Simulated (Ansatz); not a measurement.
What does this script print? It uses Ansatz 0.2.0, Python API.

Input file `bbrfh3si.xyz`:
```text
7

B    -0.08390    0.82090    0.82410
Si    0.21280   -0.50320   -0.52020
F     0.28080    0.21490   -2.05770
Br   -1.38490   -1.99870   -0.50380
H     0.63520    1.03180    1.67710
H    -1.11260    1.53670    0.74090
H     1.51390   -1.17050   -0.20610
```

The script, `run_scan.py`:
```python
"""Stretching a bond of BBrFH3Si, the rest held rigid."""

import ansatz as az
import numpy as np


def main() -> None:
    bbrfh3si = az.Crystal.molecule_from_extxyz("bbrfh3si.xyz")

    symbols = [site.symbol for site in bbrfh3si.cartesian_sites]
    start = np.array([site.position_ang for site in bbrfh3si.cartesian_sites])
    axis = (start[6] - start[1]) / np.linalg.norm(start[6] - start[1])
    moving = [6]
    lengths, energies = [1.316, 1.376, 1.436, 1.496, 1.555, 1.615, 1.675, 1.765], []
    for length in lengths:
        xyz = start.copy()
        xyz[moving] += (length - np.linalg.norm(start[6] - start[1])) * axis
        point = az.Crystal.molecule()
        for symbol, place in zip(symbols, xyz):
            point = point.atom(symbol, place.tolist())
        setup = (
            point.calculation()
            .basis(gaussian="def2-SVP")
            .functional("pbe")
            .accuracy("medium")
            .scf(lower_state_search="off")
        )
        data = setup.run(threads=1).report
        energies.append(data["free_energy_ev"])
        print(f"r = {length:6.3f} A  E = {energies[-1]:.5f} eV  <S^2> = {abs(data['mean_field']['state']['spin_squared']):.3f}")

    # quartic fit about the minimum
    fit = np.polynomial.Polynomial.fit(lengths, np.array(energies) - min(energies), 4).convert()
    roots = [r.real for r in fit.deriv().roots() if abs(r.imag) < 1e-9 and fit.deriv(2)(r.real) > 0]
    r_e = min(roots, key=lambda r: abs(r - lengths[int(np.argmin(energies))]))
    print(f"minimum of the fit at {r_e:.4f} A, force constant {fit.deriv(2)(r_e):.2f} eV/A^2")


if __name__ == "__main__":
    main()
```

```console
$ python run_scan.py
r =  1.316 A  E = -81334.58671 eV  <S^2> = 0.000
r =  1.376 A  E = -81334.81543 eV  <S^2> = 0.000
r =  1.436 A  E = -81334.93922 eV  <S^2> = 0.000
r =  1.496 A  E = -81334.98153 eV  <S^2> = 0.000
r =  1.555 A  E = -81334.96193 eV  <S^2> = 0.000
r =  1.615 A  E = -81334.89462 eV  <S^2> = 0.000
r =  1.675 A  E = -81334.79140 eV  <S^2> = 0.000
r =  1.765 A  E = -81334.58915 eV  <S^2> = 0.000
minimum of the fit at 1.5038 A, force constant 16.80 eV/A^2
```

Notes:
- The settings weren't tested for convergence.
- The rest of the molecule is held rigid at a force-field or estimated start geometry, and the basis set is modest; single-reference methods fail as a bond breaks.
- The orbitals are restricted, so S² is zero by construction.
- The whole script took 9.5 s on 1 thread of Arm Neoverse V2, with other jobs on the host, peak memory 0.19 GiB.

(Lines on the test bed's own set-up are left out of the output.)
